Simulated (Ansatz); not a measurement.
# Mo16F: the cost of one run

Program: Ansatz 0.2.0. Level of theory: DFT PBE+D3(BJ), scalar-relativistic, plane waves, PAW. These are calculated values, not measurements.

The COD entry's cell or inner coordinates are ideal or old and differ from later refinements, so a difference from it is no clean test against experiment.

3 further runs of the same task are left out: 3 set aside as unsound or not needed. Runs told in other sessions of the task aren't counted.

## 1. The starting structure

Symmetry: Im-3m, No. 229, cubic system. The conventional cell has a = 3.130 Å, b = 3.130 Å, c = 3.130 Å, α = 90.00°, β = 90.00°, γ = 90.00°. Mo (site symmetry m-3m) has 8 Mo at 2.71 Å in its first shell of neighbours.

Structure file:

```cif
data_structure
_symmetry_space_group_name_H-M 'Im-3m'
_symmetry_Int_Tables_number 229
_cell_length_a 3.1303
_cell_length_b 3.1303
_cell_length_c 3.1303
_cell_angle_alpha 90.000
_cell_angle_beta 90.000
_cell_angle_gamma 90.000
_cell_volume 30.67
loop_
_atom_site_label
_atom_site_type_symbol
_atom_site_symmetry_multiplicity
_atom_site_Wyckoff_symbol
_atom_site_fract_x
_atom_site_fract_y
_atom_site_fract_z
_atom_site_occupancy
Mo1 Mo 2 a 0.00000 0.00000 0.00000 1
```

It is the result of an earlier relaxation at this level (volume 15.34 Å³/atom; gap on the mesh: none (metal)).

## 2. Setting up the map

Atoms count from 1 in the order of the input.

F is moved over the surface cell at a fixed height above a rigid substrate; the origin of the map has the adsorbate above Mo13; the height is held at 3.10 Å.

- position of F17 along the first surface vector, from above Mo13: 8 values from 0.000 to 0.875, periodic
- position of F17 along the second surface vector, from above Mo13: 8 values from 0.000 to 0.875, periodic

Nothing else is relaxed. Points are written as (first, second).

The two vectors of the plane (Å): (3.130, 0.000, 0.000); (0.000, 3.130, 0.000).

## 3. Point (2/8, 2/8) of the map's two axes

A dipole layer in the vacuum cancels the field that periodic copies would set up if the slab's two faces differ.

Input file input.yaml:

```yaml
crystal:
  lattice:
    - [6.2605007525, 0.0, 0.0]
    - [0.0, 6.2605007525, 0.0]
    - [0.0, 0.0, 21.9767982496]
  atoms:
    - { symbol: Mo, position: [0.25, 0.25, 0.1820101343] }
    - { symbol: Mo, position: [0.25, 0.75, 0.1820101343] }
    - { symbol: Mo, position: [0.75, 0.25, 0.1820101343] }
    - { symbol: Mo, position: [0.75, 0.75, 0.1820101343] }
    - { symbol: Mo, position: [0.0, 0.0, 0.2532272957] }
    - { symbol: Mo, position: [0.0, 0.5, 0.2532272957] }
    - { symbol: Mo, position: [0.5, 0.0, 0.2532272957] }
    - { symbol: Mo, position: [0.5, 0.5, 0.2532272957] }
    - { symbol: Mo, position: [0.25, 0.25, 0.3271327589] }
    - { symbol: Mo, position: [0.25, 0.75, 0.3271327589] }
    - { symbol: Mo, position: [0.75, 0.25, 0.3271327589] }
    - { symbol: Mo, position: [0.75, 0.75, 0.3271327589] }
    - { symbol: Mo, position: [0.0, 0.0, 0.3902660502] }
    - { symbol: Mo, position: [0.0, 0.5, 0.3902660502] }
    - { symbol: Mo, position: [0.5, 0.0, 0.3902660502] }
    - { symbol: Mo, position: [0.5, 0.5, 0.3902660502] }
    - { symbol: F, position: [0.125, 0.125, 0.5313239043] }
basis:
  ecutwfc: 420
kpoints:
  mp_grid: { grid: [5, 5, 1] }
hamiltonian:
  xc: pbe
  pseudopotentials: { kind: paw, azcp: { folder: soft_1 } }
  dispersion: d3bj
scf:
  occupations: { method: gaussian, width: 0.1 }
output:
  forces: true
  eigenvalues: true
efield:
  axis: 3
  dipole_correction: true
  ramp_width: 0.04
```

On the command line:

```console
ansatz run input.yaml --threads 4 --pin off --max-ram 12288MiB --backend cpu --events-out ev --progress --plain --runs-dir out
```

**Question.** How long does this run take on 4 threads of Arm Neoverse V2, shared host, and how much memory does it need?

About 70 s, with a peak of 2.5 GiB.
